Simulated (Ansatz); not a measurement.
# C₂H₉InO₃S: vertical ionisation energy

One table from this session's results is given with a row withheld; the runs are named, their logs left out.

Computed with Ansatz 0.2.0, Gaussian basis. Level: unrestricted cation, the program's frozen cores in correlated methods.

Plan: UKS PBE-D4/def2-TZVPP; UKS r2SCAN-D4/def2-TZVPP; UKS PBE0-D4/def2-TZVPP; UKS B3LYP-D4/def2-TZVPP; UKS wB97X-V/def2-TZVPP; UKS wB97M-V/def2-TZVPP; UKS B2PLYP/def2-TZVPP; UHF-CCSD(T)/def2-TZVPP; UHF-MP2/def2-QZVPP; extrapolation to the limit; then −ε(HOMO) from the neutral's earlier runs with LDA (SPW92), PBE-D4, revPBE-D4, BLYP-D4, r2SCAN-D4, B97M-V, PBE0-D4, B3LYP-D4, r2SCANh-D4, r2SCAN0-D4, HSE06-D4, BHLYP-D4, CAM-B3LYP-D4, LC-ωPBE, ωB97X-V, ωB97M-V.

### The relaxed structure

All runs share one geometry, relaxed beforehand with PBE0-D4 in a triple-zeta def2 set. In takes the def2 core potential; no spin-orbit term is included.

SMILES `C[S+](C)[In-]([OH])([OH])[OH]`, 16 atoms, charge 0, spin multiplicity 1.

Atoms are counted from 1 here; the program's logs count them from 0.

Bond lengths: C1–S2 1.799 Å, C1–H8 1.090 Å, C1–H9 1.090 Å, C1–H10 1.090 Å, S2–C3 1.800 Å, S2–In4 2.656 Å, C3–H11 1.090 Å, C3–H12 1.091 Å, C3–H13 1.090 Å, In4–O5 1.994 Å, In4–O6 2.000 Å, In4–O7 2.015 Å, O5–H14 0.960 Å, O6–H15 0.960 Å, O7–H16 0.959 Å. Angles: S2–C1–H8 109.4°, S2–C1–H9 109.8°, S2–C1–H10 106.8°, H8–C1–H9 111.0°, H8–C1–H10 109.5°, H9–C1–H10 110.3°, C1–S2–C3 100.7°, C1–S2–In4 94.5°, C3–S2–In4 98.8°, S2–C3–H11 107.0°, S2–C3–H12 109.5°, S2–C3–H13 109.5°, H11–C3–H12 110.0°, H11–C3–H13 109.3°, H12–C3–H13 111.4°, S2–In4–O5 104.2°, S2–In4–O6 96.5°, S2–In4–O7 91.9° and more.

Set-up of the first run:

Contents of in.yaml:

```yaml
crystal:
  periodic: [false, false, false]
  atoms:
    - {symbol: C, position_ang: [-0.144521, 0.500709, 1.920581]}
    - {symbol: S, position_ang: [1.168351, 0.300238, 0.706938]}
    - {symbol: C, position_ang: [1.310899, -1.493061, 0.661798]}
    - {symbol: In, position_ang: [-0.431201, 0.635709, -1.386190]}
    - {symbol: O, position_ang: [0.792176, 0.533715, -2.957524]}
    - {symbol: O, position_ang: [-1.242777, 2.359409, -0.777801]}
    - {symbol: O, position_ang: [-1.501098, -1.006185, -0.915917]}
    - {symbol: H, position_ang: [-0.978895, -0.152470, 1.663163]}
    - {symbol: H, position_ang: [0.235637, 0.274298, 2.916370]}
    - {symbol: H, position_ang: [-0.467072, 1.540524, 1.865806]}
    - {symbol: H, position_ang: [2.049407, -1.734395, -0.102761]}
    - {symbol: H, position_ang: [0.345788, -1.928644, 0.399615]}
    - {symbol: H, position_ang: [1.661687, -1.854452, 1.628426]}
    - {symbol: H, position_ang: [0.631454, -0.262125, -3.469996]}
    - {symbol: H, position_ang: [-0.995119, 3.097062, -1.339403]}
    - {symbol: H, position_ang: [-2.434736, -0.810334, -0.813105]}
basis:
  gaussian: {orbitals: def2-TZVPP}
total_charge: 1
magnetization: {spin_polarized: true, initial_magnetization: 1}
hamiltonian: {xc: pbe, dispersion: d4}
```

On the command line:

```sh
> ansatz run in.yaml --threads 2 --pin off --events-out ev --progress --plain --max-ram 31744MiB --backend cuda --devices 0, --max-vram 18GiB
```

Steps of the session up to this table: Cation, UKS PBE-D4/def2-TZVPP; Cation, UKS r2SCAN-D4/def2-TZVPP; Cation, UKS PBE0-D4/def2-TZVPP; Cation, UKS B3LYP-D4/def2-TZVPP; Cation, UKS wB97X-V/def2-TZVPP; Cation, UKS wB97M-V/def2-TZVPP; Cation, UKS B2PLYP (frozen core)/def2-TZVPP; Cation, UHF-CCSD(T)/def2-TZVPP; Cation, UHF-MP2/def2-QZVPP.

One of the session's tables, all rows but one given; the rest of the session is left out.

It belongs to the step «Ionisation energies side by side». For comparison, −ε(HOMO) of the neutral from earlier runs:

| functional | −ε(HOMO) (eV) |
| --- | --- |
| LDA (SPW92) | 6.31 |
| PBE-D4 | ? |
| revPBE-D4 | 6.05 |
| BLYP-D4 | 6.02 |
| r2SCAN-D4 | 6.44 |
| B97M-V | 6.53 |
| PBE0-D4 | 7.59 |
| B3LYP-D4 | 7.36 |
| r2SCANh-D4 | 7.00 |
| r2SCAN0-D4 | 7.80 |
| HSE06-D4 | 7.19 |
| BHLYP-D4 | 8.88 |
| CAM-B3LYP-D4 | 8.97 |
| LC-ωPBE | 10.31 |
| ωB97X-V | 9.97 |
| ωB97M-V | 9.84 |

Q: Estimate the row for PBE-D4 from the others.

**Answer.** −ε(HOMO) (eV): 6.12. In the column «−ε(HOMO) (eV)» it lies between revPBE-D4 (6.05) and LDA (SPW92) (6.31).
